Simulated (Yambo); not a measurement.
This Yambo 5.3.0 run on Sn needs a look.

optics6.in

```
optics
chi
Chimod= "HARTREE"
% BndsRnXd
 1 | 74 |
%
NGsBlkXd= 2 Ry
% LongDrXd
 1 | 1 | 1 |
%
% QpntsRXd
 1 | 1 |
%
% EnRngeXd
 0 | 20 | eV
%
% DmRngeXd
 0.1 | 0.1 | eV
%
ETStpsXd= 100
```

Contents of scf.in:

```
&CONTROL
  calculation = 'scf'
  prefix = 'pwscf'
  outdir = './tmp'
  pseudo_dir = './pseudo'
/
&SYSTEM
  ibrav = 0
  nat = 2
  ntyp = 1
  ecutwfc = 72
  nbnd = 21
  occupations = 'smearing'
  smearing = 'fd'
  degauss = 0.00367493
  force_symmorphic = .true.
/
&ELECTRONS
  conv_thr = 4d-10
  electron_maxstep = 120
  mixing_beta = 0.5
/
ATOMIC_SPECIES
Sn   118.7100 Sn.upf
CELL_PARAMETERS bohr
   0.0000000000    6.1101323590    6.1101323590
   6.1101323590    0.0000000000    6.1101323590
   6.1101323590    6.1101323590    0.0000000000
ATOMIC_POSITIONS bohr
Sn     9.1651985385    9.1651985385    9.1651985385
Sn     6.1101323590    6.1101323590    6.1101323590
K_POINTS automatic
8 8 8 0 0 0
```

File nscf.in:

```
&CONTROL
  calculation = 'nscf'
  prefix = 'pwscf'
  outdir = './tmp'
  pseudo_dir = './pseudo'
/
&SYSTEM
  ibrav = 0
  nat = 2
  ntyp = 1
  ecutwfc = 72
  nbnd = 34
  occupations = 'smearing'
  smearing = 'fd'
  degauss = 0.00367493
  force_symmorphic = .true.
/
&ELECTRONS
  conv_thr = 1d-08
  diago_full_acc = .true.
  diago_thr_init = 1d-06
/
ATOMIC_SPECIES
Sn   118.7100 Sn.upf
CELL_PARAMETERS bohr
   0.0000000000    6.1101323590    6.1101323590
   6.1101323590    0.0000000000    6.1101323590
   6.1101323590    6.1101323590    0.0000000000
ATOMIC_POSITIONS bohr
Sn     9.1651985385    9.1651985385    9.1651985385
Sn     6.1101323590    6.1101323590    6.1101323590
K_POINTS automatic
8 8 8 0 0 0
```

Potentials or basis: PseudoDojo 0.4.1 SR PBE standard.

Command:

```bash
$ OMP_NUM_THREADS=1 pw.x -in scf.in > scf.out
$ OMP_NUM_THREADS=1 pw.x -in nscf.in > nscf.out
$ cd tmp/pwscf.save; p2y; mv SAVE ../..; cd ../..
$ OMP_NUM_THREADS=1 yambo
$ OMP_NUM_THREADS=1 yambo -F optics6.in -J optics6 -C optics6_out
```

Yambo's report:

```text
[... sections 02.01 to 02.04 as in the set-up run ...]

  [02.05] Energies & Occupations
  ==============================

  [X] === General ===
  [X] Electronic Temperature                        :  0.258606E-1   300.100    [eV K]
  [X] Bosonic    Temperature                        :  0.258606E-1   300.100    [eV K]
  [X] Finite Temperature mode                       : yes
  [X] El. density                                   :  0.41416E+24 [cm-3]
[... 52 lines left out ...]
 Q [29]         [rlu]:  0.250000 -0.500000 -0.250000

 [04] Dipoles
 ============

  [04.01] Setup: observables and procedures
  =========================================

  [WF-Oscillators/G space/Transverse up loader] Normalization (few states)  min/max  :  0.58114E-17   1.0000

  [ERROR] STOP signal received while in[04.01] Setup: observables and procedures

  [ERROR] Error in parallel wf distribution (Dipole ic)
```

Among its messages:

```text
[X] Metallic system
```

Problem. What happened, and what is wrong with the input?

Solution. The input was rejected before any iteration. The input holds a flaw that was put in on purpose: bands asked beyond those that the ground state holds.
